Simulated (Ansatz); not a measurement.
# BClH₅NO₂ (built from SMILES N.OB(O)Cl): search for a transition state

Is there a first-order saddle for this four-centre ligand exchange, which should form B1–N6, Cl2–H5 and break B1–Cl2, H5–N6, and which two structures does it connect?

Method: PBE0-D4, def2-SVP first, then def2-TZVP; program: Ansatz 0.2.0, Gaussian basis.

76 further runs of the same task are left out: 76 set aside as unsound or not needed.

## (1) The starting structure

The guess: 10 atoms, charge 0, spin multiplicity 1.

Atoms are counted from 1 here; the program's logs count them from 0.

Bond lengths: B1–O3 1.337 Å, B1–O4 1.338 Å, B1–N6 1.567 Å, O3–H7 0.956 Å, O4–H8 0.956 Å, H5–N6 1.116 Å, N6–H9 1.015 Å, N6–H10 1.015 Å. Angles: O3–B1–O4 124.4°, O3–B1–N6 112.1°, O4–B1–N6 121.2°, B1–O3–H7 115.7°, B1–O4–H8 117.4°, B1–N6–H5 93.2°, B1–N6–H9 111.4°, B1–N6–H10 117.1°, H5–N6–H9 110.0°, H5–N6–H10 112.8°, H9–N6–H10 111.1°.

Coordinates:

```
B     0.0346    0.2734   -0.4735
Cl    1.2971   -1.8053    0.4112
O    -0.6909   -0.0455   -1.5498
O     1.0959    1.0879   -0.4923
H    -0.0655   -0.9166    1.0985
N    -0.7205   -0.0443    0.8625
H    -0.2553    0.0706   -2.3934
H     1.6760    1.0709    0.2670
H    -1.6693   -0.3596    0.6852
H    -0.7021    0.6686    1.5845
```

Distances that are to change: B1–N6 1.57 Å, Cl2–H5 1.77 Å, B1–Cl2 2.59 Å, H5–N6 1.12 Å.

## (2) Relaxing the guess with the reacting distances held

hold/in.yaml

```yaml
crystal:
  periodic: [false, false, false]
  atoms:
    - {symbol: B, position_ang: [0.034600, 0.273400, -0.473500]}
    - {symbol: Cl, position_ang: [1.297100, -1.805300, 0.411200]}
    - {symbol: O, position_ang: [-0.690900, -0.045500, -1.549800]}
    - {symbol: O, position_ang: [1.095900, 1.087900, -0.492300]}
    - {symbol: H, position_ang: [-0.065500, -0.916600, 1.098500]}
    - {symbol: N, position_ang: [-0.720500, -0.044300, 0.862500]}
    - {symbol: H, position_ang: [-0.255300, 0.070600, -2.393400]}
    - {symbol: H, position_ang: [1.676000, 1.070900, 0.267000]}
    - {symbol: H, position_ang: [-1.669300, -0.359600, 0.685200]}
    - {symbol: H, position_ang: [-0.702100, 0.668600, 1.584500]}
basis:
  gaussian: {orbitals: def2-SVP}
hamiltonian: {xc: pbe0, dispersion: d4}
relax: {f_tol: 0.04, max_steps: 150, escape_saddle: false, constraints: [{distance: [0, 5]}, {distance: [1, 4]}, {distance: [0, 1]}, {distance: [4, 5]}]}
```

Run with:

```sh
$ ansatz run in.yaml --threads 4 --pin off --events-out ev --progress --plain --max-ram 9574MiB
```

After this run come: A starting Hessian; Saddle search in the small basis; Saddle search in triple zeta; Checking the order of the point; Relaxing after a step of 0.30 Å one way along the mode; Relaxing after a step of 0.30 Å the other way along the mode.

Q: Predict the outcome of this session. Wanted: imaginary mode; barrier from the start side; barrier from the end side; energy of the step; pairs that change; zero-point energy at the saddle.

**Answer**, as computed:

```
                       quantity          value
                 imaginary mode      217i cm⁻¹
    barrier from the start side  13.3 kcal/mol
      barrier from the end side   8.5 kcal/mol
             energy of the step  +4.9 kcal/mol
              pairs that change  B1–Cl2 broken
zero-point energy at the saddle       1.988 eV
```

**Reading.** One imaginary mode, 217i cm⁻¹, makes this a first-order saddle. The two relaxations don't end on the planned structures: the search found another step. At PBE0-D4/def2-TZVP the electronic barrier is 13.3 kcal/mol, about 22 kT at 298 K, and the step runs 4.9 kcal/mol uphill. These are plain relaxations, not an intrinsic reaction coordinate. The ends are the nearest minima, not always the lowest complexes.
